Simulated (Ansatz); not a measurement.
**CH₃Cl₂NOW: a ladder of functionals and wavefunction methods**

One table from this session's results is given with a row withheld; the runs are named, their logs left out.

Computed with Ansatz 0.2.0, Gaussian basis. Level: functionals in def2-TZVPP, the program's frozen cores in correlated methods.

The runs, in order: LDA (SPW92), PBE-D4, revPBE-D4, BLYP-D4, r2SCAN-D4, B97M-V, PBE0-D4, B3LYP-D4, r2SCANh-D4, r2SCAN0-D4, HSE06-D4, BHLYP-D4, CAM-B3LYP-D4, LC-ωPBE, ωB97X-V, ωB97M-V, B2PLYP, PBE-QIDH; CCSD(T)/def2-SVP; CCSD(T)/def2-TZVPP; MP2/def2-QZVPP; extrapolation to the limit; RPA on PBE.

## The relaxed structure

An earlier PBE0-D4 in a triple-zeta def2 set relaxation fixed the geometry. W takes the def2 core potential; no spin-orbit term is included.

9 atoms, charge 0, spin multiplicity 1.

Atoms are counted from 1 here; the program's logs count them from 0.

Bond lengths: C1–N2 1.417 Å, C1–H7 1.095 Å, C1–H8 1.094 Å, C1–H9 1.094 Å, N2–W3 1.735 Å, W3–O4 1.697 Å, W3–Cl5 2.274 Å, W3–Cl6 2.274 Å. Angles: N2–C1–H7 111.5°, N2–C1–H8 109.8°, N2–C1–H9 109.8°, H7–C1–H8 108.9°, H7–C1–H9 108.9°, H8–C1–H9 107.9°, C1–N2–W3 154.7°, N2–W3–O4 107.0°, N2–W3–Cl5 107.4°, N2–W3–Cl6 107.4°, O4–W3–Cl5 109.6°, O4–W3–Cl6 109.5°, Cl5–W3–Cl6 115.6°.

The first run:

File in.yaml:

```yaml
crystal:
  periodic: [false, false, false]
  atoms:
    - {symbol: C, position_ang: [0.840108, -1.367553, -0.063378]}
    - {symbol: N, position_ang: [0.400958, -0.023709, 0.026027]}
    - {symbol: W, position_ang: [-0.789014, 1.239131, 0.055296]}
    - {symbol: O, position_ang: [-2.304997, 0.496187, -0.115781]}
    - {symbol: Cl, position_ang: [-0.393091, 2.585703, -1.733256]}
    - {symbol: Cl, position_ang: [-0.660673, 2.245539, 2.089895]}
    - {symbol: H, position_ang: [-0.002034, -2.057297, -0.184400]}
    - {symbol: H, position_ang: [1.392427, -1.637657, 0.841940]}
    - {symbol: H, position_ang: [1.516328, -1.480336, -0.916342]}
basis:
  gaussian: {orbitals: def2-TZVPP}
hamiltonian: {xc: lda}
output: {orbitals: {seedname: orbitals}}
```

Started as:

```bash
$ ansatz run in.yaml --threads 4 --pin off --events-out ev --progress --plain --max-ram 11315MiB
```

Among the steps run: LDA; PBE-D4 (GGA); revPBE-D4 (GGA); BLYP-D4 (GGA); r2SCAN-D4 (meta-GGA); B97M-V (meta-GGA); B3LYP-D4 (hybrid); r2SCANh-D4 (hybrid); r2SCAN0-D4 (hybrid); HSE06-D4 (hybrid); BHLYP-D4 (hybrid); CAM-B3LYP-D4 (range-separated); LC-ωPBE (range-separated); ωB97X-V (range-separated); ωB97M-V (range-separated); B2PLYP (double hybrid); PBE-QIDH (double hybrid).

One of the session's tables, all rows but one given; the rest of the session is left out.

It belongs to the step «Frontier levels by functional». 

```
  functional  HOMO (eV)  LUMO (eV)  gap (eV)
 LDA (SPW92)      -6.92      -3.44      3.48
      PBE-D4      -6.75      -3.20      3.55
   revPBE-D4      -6.69      -3.11      3.58
     BLYP-D4      -6.62      -3.08      3.54
   r2SCAN-D4      -7.05      -3.14      3.90
      B97M-V      -7.12      -3.11      4.00
     PBE0-D4      -8.11      -2.51      5.60
    B3LYP-D4      -7.87      -2.71      5.17
  r2SCANh-D4      -7.55      -2.88      4.67
  r2SCAN0-D4      -8.31      -2.47      5.84
    HSE06-D4      -7.71      -2.88      4.83
    BHLYP-D4      -9.37      -1.66      7.71
CAM-B3LYP-D4      -9.46      -1.49      7.96
     LC-ωPBE          ?          ?         ?
     ωB97X-V     -10.44      -0.47      9.97
     ωB97M-V     -10.33      -0.51      9.83
```

Estimate the missing values for LC-ωPBE.

**Answer.** HOMO (eV): -10.77; LUMO (eV): -0.41; gap (eV): 10.36. In the column «HOMO (eV)» it is the lowest.
